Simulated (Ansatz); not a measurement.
CsLiCr2Te2S3:

```
Cs Li Cr Te S
1.0
     3.60358    0.00000    0.00000
    -1.80179    3.12079    0.00000
     0.00000    0.00000   19.06651
Cs Li Cr Te S
1 1 2 2 3
Direct
  0.00000 0.00000 0.37399
  0.66667 0.33333 0.01607
  0.00000 0.00000 0.86637
  0.33333 0.66667 0.16833
  0.33333 0.66667 0.53891
  0.66667 0.33333 0.77276
  0.00000 0.00000 0.10030
  0.33333 0.66667 0.92920
  0.66667 0.33333 0.23408
```

The cell was built by a generator and needn't be a form met in nature.

Base run:

```yaml
Program: Ansatz 0.2.0
Functional: revPBE
Potentials_or_basis: all-electron LAPW, scalar-relativistic
Cutoff: 237 eV
Density_cutoff: 950 eV
Basis_error_allowed: 0.002 eV/atom
k_mesh: 6 × 6 × 2
Occupations: fermi-dirac, width 0.05 eV
Spin: collinear spin, ferromagnetic start
Starting_moments: "[0.0, 0.0, 3.0, 3.0, 0.0, 0.0, 0.0, 0.0, 0.0] μB"
```

Its results: pressure 1.6 GPa; net moment 5.69 μB per cell; site moments Cs +0.00; Li -0.01; Cr +2.86, +2.98; Te -0.01, -0.18; S -0.05, -0.06 μB; largest force 0.090 eV/Å.

Task: The run is repeated on the same cell with these changes: functional from revPBE to LDA. What comes out?

Result: Pressure -4.9 GPa; net moment 5.58 μB per cell; site moments Cs +0.00; Li -0.01; Cr +2.74, +2.94; Te -0.01, -0.18; S -0.04, -0.05 μB; largest force 0.647 eV/Å.

LDA binds more tightly than revPBE, so the same cell stands under less pressure.

Caveats: the k mesh is thin for a metal, which can move the energy by tens of meV per atom; only a ferromagnetic start was run, and an antiferromagnetic order may lie lower in energy.

Not every run made on this cell is shown here.
